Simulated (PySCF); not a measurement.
# Ways to converge the SCF of GeI⁺

Aim: find out which solver settings change the answer for GeI⁺.

Method: each script names its method and basis; program: PySCF 2.14.0.

1 further run of the same task is left out (for a known fault of the program).

### Step 1. Starting geometry

GeI⁺: 2 atoms, charge 1, spin multiplicity 1.

Bond lengths: Ge1–I2 2.570 Å.

### Step 2. Base script

File input.py:

```python
from pyscf import gto, dft

mol = gto.M(
    atom='Ge 0 0 0; I 0 0 2.57',
    basis='lanl2dz',
    ecp={'Ge': 'lanl2dz', 'I': 'lanl2dz'},
    charge=1,
    spin=0,
    verbose=4,
)
mf = dft.RKS(mol, xc='bhandhlyp')
mf.kernel()
mf.dip_moment()
print('orbital energies (hartree):', mf.mo_energy[..., max(0, mol.nelec[1]-3):mol.nelec[0]+3].round(4))
```

Launch:

```sh
$ OMP_NUM_THREADS=1 python input.py
```

The log of this run is left out.

It gives: E(SCF) = -14.780478 Eh, 8 cycles.

The bond length is a typed value, not an optimised one. The dipole of an ion depends on the origin.

### Step 3. Smearing width 0.2 hartree

Run 1 changes smearing width: none → 0.2 hartree.

File input.py:

```python
from pyscf import gto, dft, scf

mol = gto.M(
    atom='Ge 0 0 0; I 0 0 2.57',
    basis='lanl2dz',
    ecp={'Ge': 'lanl2dz', 'I': 'lanl2dz'},
    charge=1,
    spin=0,
    verbose=4,
)
mf = dft.RKS(mol, xc='bhandhlyp')
mf = scf.addons.smearing_(mf, sigma=0.2, method='fermi')
mf.kernel()
mf.dip_moment()
print('orbital energies (hartree):', mf.mo_energy[..., max(0, mol.nelec[1]-3):mol.nelec[0]+3].round(4))
```

Launch:

```sh
$ OMP_NUM_THREADS=1 python input.py
```

### Step 4. Initial guess sap

Run 2 changes initial guess: minao → sap.

Edit input.py of step 2 so:

```diff
@@ -11,2 +11,3 @@
 mf = dft.RKS(mol, xc='bhandhlyp')
+mf.init_guess = 'sap'
 mf.kernel()
```

### Step 5. Damping 0.95

Run 3 changes damping: none → 0.95.

Edit input.py of step 2 so:

```diff
@@ -11,2 +11,4 @@
 mf = dft.RKS(mol, xc='bhandhlyp')
+mf.damp = 0.95
+mf.diis_start_cycle = 8
 mf.kernel()
```

### Step 6. Initial guess 1e

Run 4 changes initial guess: minao → 1e.

Edit input.py of step 2 so:

```diff
@@ -11,2 +11,3 @@
 mf = dft.RKS(mol, xc='bhandhlyp')
+mf.init_guess = '1e'
 mf.kernel()
```

What does the calculation give? Wanted: for each run, E(SCF); from base; gap.

The runs gave:

| run | E(SCF) (hartree) | from base (eV) | cycles | gap (eV) |
| --- | --- | --- | --- | --- |
| base | -14.780478 | 0 | 8 | 5.88 |
| smearing width 0.2 hartree (poor choice) | -13.786099 | not comparable | 12 | n/a |
| initial guess sap | -14.780478 | 0.0000 | 11 | 5.88 |
| damping 0.95 | -14.780478 | 0.0000 | 14 | 5.88 |
| initial guess 1e | -14.780478 | 0.0000 | 12 | 5.88 |

Distance from each run's final energy (log10 hartree) by cycle:

| run | cycle 1 | cycle 2 | cycle 3 | cycle 5 | cycle 8 | cycle 12 |
| --- | --- | --- | --- | --- | --- | --- |
| base | -1.0 | -1.3 | -1.7 | -5.3 | < -11 | done |
| smearing width 0.2 hartree (poor choice) | -0.2 | -1.2 | -1.2 | -3.9 | -6.7 | -8.5 |
| initial guess sap | 0.1 | 0.6 | -0.7 | -1.5 | -5.3 | done |
| damping 0.95 | -1.0 | -1.0 | -1.1 | -1.2 | -1.8 | -6.6 |
| initial guess 1e | 0.6 | 0.6 | -1.4 | -1.6 | -5.4 | < -11 |

What this shows: No change of the SCF energy comes from initial guess sap or damping 0.95 or initial guess 1e. The base needs 8 cycles and the run with damping 0.95 needs 14. Rows marked «poor choice» come from settings spoiled on purpose.
